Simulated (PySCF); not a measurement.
# GaN₂: relaxation and vibrations of the quartet

Where does quartet GaN₂ go from a bent start, is the end point a minimum, and what are its modes, charges and moments?

Program: PySCF 2.14.0. Level of theory: PBE0, basis Ga def2-TZVP, N def2-TZVP, no relativity, density fitting. These are calculated values, not measurements.

### Step 1. The starting structure

3 atoms, charge 0, spin multiplicity 4.

Bond lengths: Ga1–N2 1.770 Å, Ga1–N3 1.770 Å. Angles: N2–Ga1–N3 110.0°.

```xyz
3
charge 0 multiplicity 4
Ga    0.0000    0.0000    0.0000
N     1.4499    0.0000    1.0152
N    -1.4499    0.0000    1.0152
```

### Step 2. The SCF at the typed geometry

The steps below are one call of a driver around PySCF. For each, scf.py gives the equivalent set-up of the SCF; relaxations use the driver's own optimiser. After this first run the driver tries any further starts and a stability analysis.

Input file scf.py:

```python
from pyscf import gto, scf, dft
mol = gto.M(atom='''
Ga     0.000000     0.000000     0.000000
N      1.449900     0.000000     1.015200
N     -1.449900     0.000000     1.015200''',
    basis={'Ga': 'def2-TZVP', 'N': 'def2-TZVP'},
    charge=0, spin=3)
mf = dft.UKS(mol, xc='PBE0')
mf.grids.atom_grid = (50, 194)
aux = {'Ga': 'def2-universal-JKFIT', 'N': 'def2-universal-JKFIT'}
mf = mf.density_fit(auxbasis=aux)
mf.conv_tol = 1e-08
mf.diis_space = 10
mf.max_cycle = 60
mf.init_guess = 'minao'
mf.verbose = 4
mf.kernel()
```

The run is started by

```console
$ OMP_NUM_THREADS=4 python axn.py task.json out
```

Further steps of the session: Relaxing the quartet from the bent start; Hessian and properties.

Before running it: what results should come out? Wanted: minimum; geometry; wavenumbers; dipole moment; highest occupied, lowest empty level; polar-tensor charge of Ga1; zero-point energy; atomisation energy; ⟨S²⟩.

**Answer**, as computed:

```
                                          quantity                             value
                                           minimum                      quartet, D∞h
                                          geometry  Ga–N 1.807 Å (×2); N–Ga–N 180.0°
                                wavenumbers (cm⁻¹)                143, 156, 593, 656
                                     dipole moment                            0.00 D
highest occupied, lowest empty level (either spin)                   -6.65, -4.54 eV
                        polar-tensor charge of Ga1                           -0.65 e
                                 zero-point energy                        9.3 kJ/mol
                               entropy at 298.15 K                   264.2 J/(mol K)
         atomisation energy (no zero-point energy)                        369 kJ/mol
                                              ⟨S²⟩                             3.865
```

What this shows: The bent start (C2v) ends in a minimum of D∞h symmetry. The strongest infrared band lies at 593 cm⁻¹ (stretch). Ga1 has a polar-tensor charge of -0.6 e (a dipole derivative, not a static charge), yet symmetry cancels the bond dipoles. The first SCF alone would have been 19 kJ/mol too high. Only this shape and spin were tried, so other structures or states may lie lower. The SCF density has lower symmetry than the nuclear frame.
